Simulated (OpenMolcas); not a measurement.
# Ag⁴⁺ among point charges: CASSCF and CASPT2 levels and susceptibility

How does a field of 6 point charges split the states of Ag⁴⁺, and what χT follows?

The numbers are computed with OpenMolcas 26.06 (state-averaged CASSCF and CASPT2, spin-orbit coupling by RASSI with atomic mean-field integrals), except any that are marked as measured or tabulated.

### 1 What is computed

* Species: Ag⁴⁺ (silver, Z = 47, 43 electrons)
* Basis: ANO-RCC-VTZP [7s6p4d2f1g], 68 functions
* Scalar Hamiltonian: DKH2, point nucleus
* Inactive shells: 1s 2s 2p 3s 3p 3d 4s 4p
* Active space: 7 electrons in 5 orbitals (4d)
* Some configurations of this space: 4d⁷
* Orbitals: optimised for each spin and parity, averaged over all roots

The outer shells:

4d7
```
4d [↑↓][↑↓][↑ ][↑ ][↑ ]
```

The ion sits among 6 point charges of -1.5 e arranged as an octahedron (Oh), 2.05 Å from the ion.

Each step is its own input file, run in one work folder so that later steps find the files of earlier ones. Labels, J, g values, rates, χT and fits are worked out afterwards by a script from the matrices that RASSI stores. The input lists half of the charges; inversion (Group=XYZ) makes the rest.

### 2 GATEWAY and SEWARD: basis and integrals

Contents of a.inp:

```
&GATEWAY
Coord
1

Ag 0.0 0.0 0.0
Basis=ANO-RCC-VTZP
Group=XYZ
NoMove
AngMom=0.0 0.0 0.0
AMFI
XField
3 Angstrom 0
2.050000 0.000000 0.000000 -1.500000
0.000000 2.050000 0.000000 -1.500000
0.000000 0.000000 2.050000 -1.500000
&SEWARD
```

Run with:

```sh
$ OMP_NUM_THREADS=1 MOLCAS_MEM=1689 MOLCAS_PROJECT=a pymolcas a.inp > a.log
```

### 3 Reference wave functions, quartets of even parity, 10 roots

Contents of a.inp:

```
&RASSCF
FileOrb=start.orb
Symmetry=1
Spin=4
nActEl=7 0 0
Inactive=9 9
Ras2=5 0
CIRoot=10 10 1
SDav=10
CIMx=300
Iter=120 100
PrWF=0.3
OrbListing=Nothing
MaxOrb=0
>>> COPY $Project.JobIph JOB001
```

start.orb holds the contracted functions of the basis, ordered by shell, or the orbitals of the step before.

### 4 Reference wave functions, doublets of even parity, 40 roots

Contents of a.inp:

```
&RASSCF
FileOrb=start.orb
Symmetry=1
Spin=2
nActEl=7 0 0
Inactive=9 9
Ras2=5 0
CIRoot=40 40 1
SDav=40
CIMx=300
Iter=120 100
PrWF=0.3
OrbListing=Nothing
MaxOrb=0
>>> COPY $Project.JobIph JOB002
```

### 5 RASSI: spin-orbit coupling between the states

Contents of a.inp:

```
&RASSI
NrOfJobIphs=2 10 40
1 2 3 4 5 6 7 8 9 10
1 2 3 4 5 6 7 8 9 10 11 12 13 14 15 16 17 18 19 20 21 22 23 24 25 26 27
28 29 30 31 32 33 34 35 36 37 38 39 40
IphNames
JOB001
JOB002
EJob
SpinOrbit
DIPRint=1.0
SOCoupling=1000.0
Subsets=2
Property=9
'ANGMOM' 1 'ANGMOM' 2 'ANGMOM' 3 'MLTPL  1' 1 'MLTPL  1' 2 'MLTPL  1' 3
'AMFI' 1 'AMFI' 2 'AMFI' 3
SOProperty=3
'ANGMOM' 1 'ANGMOM' 2 'ANGMOM' 3
```

### 6 CASPT2: IPEA 0.25, imaginary shift 0.1 (closed shells correlated: 4s 4p)

Contents of a.inp:

```
>>> COPY JOB001 $Project.JobIph
&CASPT2
Multistate=10 1 2 3 4 5 6 7 8 9 10
NoMult
Frozen=8 6
IPEA=0.25
Imaginary=0.1
MaxIter=60
WThr=0.0 0.3 0.05
PrWF=0.5
NoMix
>>> COPY JOB002 $Project.JobIph
&CASPT2
Multistate=40 1 2 3 4 5 6 7 8 9 10 11 12 13 14 15 16 17 18 19 20 21 22
23 24 25 26 27 28 29 30 31 32 33 34 35 36 37 38 39 40
NoMult
Frozen=8 6
IPEA=0.25
Imaginary=0.1
MaxIter=60
WThr=0.0 0.3 0.05
PrWF=0.5
NoMix
```

(Steps that only read results are left out.)

Before running it: what results should come out? Wanted: spin-free ground state; first state of the same spin within the active space; lowest level; next level.

As calculated:

```
                                            quantity                                                                        value
                                              method  SS-CASPT2, IPEA 0.25, imaginary shift 0.1 (closed shells correlated: 4s 4p)
                              spin-free ground state                                              4T1, 3-fold in its orbital part
first state of the same spin within the active space                                                             4T2 at 2850 cm⁻¹
                                        lowest level                                              2-fold Γ6, g = 4.96, 4.96, 4.96
                                          next level                                                                   683.7 cm⁻¹
                                         χT at 300 K                                                               3.98 cm³ K/mol
                           effective moment at 300 K                                                                      5.64 μB
```

Cost by method:

| method | time of its own steps | time with the reference |
| --- | --- | --- |
| A. CASSCF | 11 s | 11 s |
| B. SS-CASPT2, IPEA 0.25, imaginary shift 0.1, +4s 4p | 6.5 s | 18 s |

Times are of one thread on a shared host.

**Reading.** The spin-free ground state (4T1) comes to 100 % from free-ion F terms and keeps the highest spin of the shell. χT at 300 K is 3.98, against 1.88 cm³ K/mol for the spin alone, so orbital moment adds to it. An active space of the d shell alone favours high spin; real ions in strong fields can be low spin. A ligand-field fit to the states below 45000 cm-1 gives 10Dq = 3178 cm-1, B = 860 cm-1 and C = 4117 cm-1 (C/B = 4.79), with a deviation of 360 cm-1. CASPT2 does not keep the components of a term degenerate, and the means are used. The field of point charges can differ much from that of real complexes. With metal d orbitals alone active, the gaps between spin states are rough; where two lie within a few thousand cm-1, their order is open. Point charges carry no covalency, so the field is a model and not that of real ligands.
